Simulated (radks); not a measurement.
# Re⁺ inside a hard spherical wall

What does compression do to the levels of Re⁺? A hard sphere of shrinking radius stands in for pressure; the configuration is held at [Xe] 4f14 5d5 6s1.

The numbers are computed with radks (a radial shooting solver on a logarithmic mesh, Libxc functionals) version 1 (scalar-relativistic Kohn-Sham, PBE, spin-unpolarised, spherical densities, finite nucleus), except any that are marked as measured or tabulated.

## Step 1: What is computed

| Quantity | Value |
| --- | --- |
| element | rhenium (Z = 75) |
| charge | +1 |
| electrons | 74 |
| configuration | [Xe] 4f14 5d5 6s1 |
| nuclear rms radius | 5.3698 fm |

The outer shells:

Re⁺
```
[Xe] core
4f [↑↓][↑↓][↑↓][↑↓][↑↓][↑↓][↑↓]
5d [↑ ][↑ ][↑ ][↑ ][↑ ]
6s [↑ ]
```

## Step 2: The free atom

The run's settings:

```text
Z 75
configuration [Xe] 4f14 5d5 6s1 6p0 7s0 5f0
relativity scalar-relativistic
functional pbe,pbe
spin unpolarised
nucleus finite rms 5.3698 fm
c 137.035999084
```

## Step 3: Wall at 20 bohr

Settings, as their differences from step 2:

```diff
@@ -6,2 +6,3 @@
 nucleus finite rms 5.3698 fm
+wall 20 bohr
 c 137.035999084
```

## Step 4: Wall at 15 bohr

Settings, as their differences from step 3:

```diff
@@ -6,3 +6,3 @@
 nucleus finite rms 5.3698 fm
-wall 20 bohr
+wall 15 bohr
 c 137.035999084
```

## Step 5: Wall at 12 bohr

Settings, as their differences from step 4:

```diff
@@ -6,3 +6,3 @@
 nucleus finite rms 5.3698 fm
-wall 15 bohr
+wall 12 bohr
 c 137.035999084
```

## Step 6: Wall at 10 bohr

Settings, as their differences from step 5:

```diff
@@ -6,3 +6,3 @@
 nucleus finite rms 5.3698 fm
-wall 12 bohr
+wall 10 bohr
 c 137.035999084
```

## Step 7: Wall at 6 bohr

Settings, as their differences from step 6:

```diff
@@ -6,3 +6,3 @@
 nucleus finite rms 5.3698 fm
-wall 10 bohr
+wall 6 bohr
 c 137.035999084
```

## Step 8: Wall at 2.5 bohr

Settings, as their differences from step 7:

```diff
@@ -6,3 +6,3 @@
 nucleus finite rms 5.3698 fm
-wall 6 bohr
+wall 2.5 bohr
 c 137.035999084
```

## Step 9: Wall at 1.5 bohr

Settings, as their differences from step 8:

```diff
@@ -6,3 +6,3 @@
 nucleus finite rms 5.3698 fm
-wall 2.5 bohr
+wall 1.5 bohr
 c 137.035999084
```

Q: Predict the outcome of this session. Wanted: for each run, R; E − E(free); ε(6s); ε(6p, empty); ε(7s, empty); ε(5f, empty); pressure.

The runs gave:

| R (bohr) | E − E(free) (eV) | ε(6s) (eV) | ε(6p, empty) (eV) | ε(7s, empty) (eV) | ε(5f, empty) (eV) | pressure (GPa) |
| --- | --- | --- | --- | --- | --- | --- |
| free | 0.000 | -12.679 | -6.969 | - | - | 0 |
| 20 | -0.000 | -12.679 | -6.969 | - | - | < 0.0001 |
| 15 | -0.000 | -12.679 | -6.969 | - | - | < 0.0001 |
| 12 | 0.000 | -12.679 | -6.967 | -3.146 | -0.031 | < 0.0001 |
| 10 | 0.001 | -12.678 | -6.952 | -2.690 | 0.661 | 0.000776 |
| 6 | 0.369 | -12.198 | -5.671 | 5.449 | 5.952 | 1.36 |
| 2.5 | 111.31 | 41.334 | 67.020 | 188.64 | 63.363 | 3148 |
| 1.5 | 1319.2 | 357.11 | 420.12 | 866.46 | 249.40 | 151965 |

**Reading.** At the tightest wall, 1.5 bohr, the energy stands 1319.2 eV above the free atom and the pressure, −dE/dV, is 151965 GPa. Of the levels in the table that exist at both ends, 6p (empty) rises most from the free atom (427.09 eV). From R = 2.5 bohr inwards the highest occupied level lies above zero, pushed up by confinement. Shells are not refilled when levels cross, and a hard wall is a model, not a crystal.
